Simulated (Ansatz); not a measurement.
LiFeN:

```
CELL_PARAMETERS angstrom
3.10060 0.00000 0.00000
-1.55030 2.68520 0.00000
0.00000 0.00000 4.14534
ATOMIC_POSITIONS crystal
Fe 0.33333 0.66667 0.50000
N 0.00000 0.00000 0.50000
Li 0.00000 0.00000 0.00000
```

The cell comes from a database or a generator and needn't be the stable form of this composition.

Base run:

- Program: Ansatz 0.2.0
- Functional: PBE
- Potentials or basis: Ansatz PAW
- Cutoff: 420 eV (not typed: the program's choice for these potentials)
- k mesh: 10 × 10 × 7
- Occupations: fermi-dirac, width 0.05 eV
- Spin: collinear spin, ferromagnetic start
- Starting moments: [3.0, 0.0, 0.0] μB
- Hubbard terms: Fe d U = 8 eV

Its results: band gap on the k mesh none (metal or under the smearing width); pressure 38.5 GPa; net moment 3.73 μB per cell; site moments Fe +3.06; N +0.05; Li -0.01 μB.

Question: After a change of settings the same cell gave: band gap on the k mesh none (metal or under the smearing width); pressure 28.9 GPa; net moment 3.45 μB per cell; site moments Fe +2.83; N +0.07; Li -0.01 μB. Which change was it?
A. hubbard terms from Fe d U = 8 eV to Fe d U = 2 eV
B. hubbard terms from Fe d U = 8 eV to Fe d U = 5 eV
C. hubbard terms from Fe d U = 8 eV to none; hubbard projectors from ortho-atomic (the default) to none

Answer: B.

Caveats: the magnetic or orbital state may not be the lowest; a pressure of tens of GPa on the cell as given is suspect, and the run, the potentials or the cell itself is likely at fault; a cell with one magnetic atom can't hold antiferromagnetic order, which such compounds often take; the density of states is complete only up to the lowest level of the last band computed.
